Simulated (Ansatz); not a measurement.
This was printed by a script on Ansatz's Python interface, for a band structure of CaZrF₆, space group Fm-3m. What did the script look like? Level of theory: PBEsol, PAW, the default cutoff (420 eV here), 3×3×3 k-points, fixed occupations, D3BJATM dispersion.

```
Ca Zr F
1.0
     0.00000    4.26835    4.26835
     4.26835    0.00000    4.26835
     4.26835    4.26835    0.00000
Ca Zr F
1 1 6
Direct
  0.50000 0.50000 0.50000
  0.00000 0.00000 0.00000
  0.76381 0.23619 0.23619
  0.23619 0.76381 0.76381
  0.23619 0.76381 0.23619
  0.76381 0.23619 0.76381
  0.23619 0.23619 0.76381
  0.76381 0.76381 0.23619
```

`python cazrf6.py` gives:
```text
DeckWarning: basis.ecutwfc = 420 eV, auto-derived from the records' recommended cutoffs: set by Ca (normal level)
events: {'scf_iter': 8, 'scf_done': 1, 'notice': 3, 'finished': 1}
free energy      -10739.58768 eV
per atom         -1342.44846 eV
SCF iterations   8  (converged: True)
zero of the bands: -1.179 eV, the Fermi level found on the SCF mesh
channel 0 - computed levels within 6 eV of the Fermi level
  K    -2.880  -2.664  -2.208  -1.866  -1.588  -1.536  -1.148  -1.096  -0.944  -0.791  -0.757  -0.723  -0.664  -0.656  -0.484  -0.379  -0.309  -0.076
  G    -2.801  -2.801  -2.453  -1.951  -1.951  -1.951  -1.114  -1.114  -1.114  -0.499  -0.499  -0.499  -0.490  -0.490  -0.490   0.000   0.000   0.000
  L    -2.485  -2.485  -1.984  -1.686  -1.657  -1.657  -1.481  -1.300  -1.300  -1.068  -0.927  -0.927  -0.466  -0.466  -0.356  -0.209  -0.209  -0.143
  W    -2.920  -2.647  -2.125  -1.760  -1.760  -1.468  -1.347  -0.951  -0.951  -0.769  -0.769  -0.693  -0.615  -0.602  -0.602  -0.479  -0.161  -0.161
  X    -2.956  -2.806  -2.314  -1.983  -1.468  -1.468  -0.982  -0.982  -0.927  -0.852  -0.735  -0.735  -0.569  -0.483  -0.483  -0.479  -0.479  -0.003
```
(Warnings from the package without file and line.)

The script that was run (others could print the same):

The script, `cazrf6.py`:
```python
'''Band structure of CaZrF6.'''

from collections import Counter
import json

import ansatz as az
import numpy as np


def main() -> None:
    lattice = az.Lattice.of(
        [0.0, 4.26835, 4.26835],
        [4.26835, 0.0, 4.26835],
        [4.26835, 4.26835, 0.0],
    )
    sites = [
        ('Ca', [0.5, 0.5, 0.5]),
        ('Zr', [0.0, 0.0, 0.0]),
        ('F', [0.763812, 0.236188, 0.236188]),
        ('F', [0.236188, 0.763812, 0.763812]),
        ('F', [0.236188, 0.763812, 0.236188]),
        ('F', [0.763812, 0.236188, 0.763812]),
        ('F', [0.236188, 0.236188, 0.763812]),
        ('F', [0.763812, 0.763812, 0.236188]),
    ]
    cazrf6 = az.Crystal(lattice=lattice)
    for symbol, position in sites:
        cazrf6 = cazrf6.atom(symbol, position)

    # high-symmetry points in fractions of the reciprocal vectors
    path = [
        ('K', (0.375, 0.375, 0.75)),
        ('G', (0.0, 0.0, 0.0)),
        ('L', (0.5, 0.5, 0.5)),
        ('W', (0.5, 0.25, 0.75)),
        ('X', (0.5, 0.0, 0.5)),
    ]
    base = (
        cazrf6.calculation()
        .scf(tolerance=1e-09, max_iterations=100, extra_bands=6, algorithm='direct_min', self_checks='high')
        .occupations('fixed')
        .functional(az.Functional.PBESOL, dispersion='d3bjatm')
        .kpoints(spacing=0.52)
        .accuracy('low')
        .band_structure([point for _, point in path], intervals=6)
        .scf(extra_bands=8)
    )
    outcome = base.run(events_out='events.ndjson')
    report = outcome.report
    with open('events.ndjson') as stream:
        kinds = Counter(json.loads(line)['event'] for line in stream)
    print('events:', {kind: kinds[kind] for kind in ('scf_iter', 'scf_done', 'notice', 'finished')})

    print(f'free energy      {report["free_energy_ev"]:.5f} eV')
    print(f'per atom         {report["free_energy_ev"] / len(outcome.lattice.sites):.5f} eV')
    print(f'SCF iterations   {report["n_iterations"]}  (converged: {report["converged"]})')

    bands = outcome.band_structure()
    fermi = bands.fermi_energy_ev
    print(f'zero of the bands: {fermi:.3f} eV, the Fermi level found on the SCF mesh')
    for spin, channel in enumerate(bands.channels):
        print('channel', spin, '- computed levels within 6 eV of the Fermi level')
        for i, (label, _) in enumerate(path):
            levels = channel.eigenvalues_ev[i * 6] - fermi
            print(f'  {label:3s}', ' '.join(f'{e:7.3f}' for e in levels if abs(e) < 6))


if __name__ == '__main__':
    main()
```

Notes:
- The settings weren't tested for convergence.
- The run is spin-unpolarised.
- The Fermi level of a run with fixed occupations marks the highest occupied state on its mesh, not mid-gap.
- The k-point mesh is coarse, and energy and stress weren't tested for convergence.
- This cell is a computed structure, which may not be the phase found in nature.
- Gaps and levels are Kohn-Sham values on a finite set of k-points, without spin-orbit coupling.
- It ran for 5.3 s on 1 thread of Intel(R) Xeon(R) 6975P-C (Granite Rapids), with other jobs on the host, peak memory 0.48 GiB.

(Lines on the test bed's own set-up are left out of the output.)
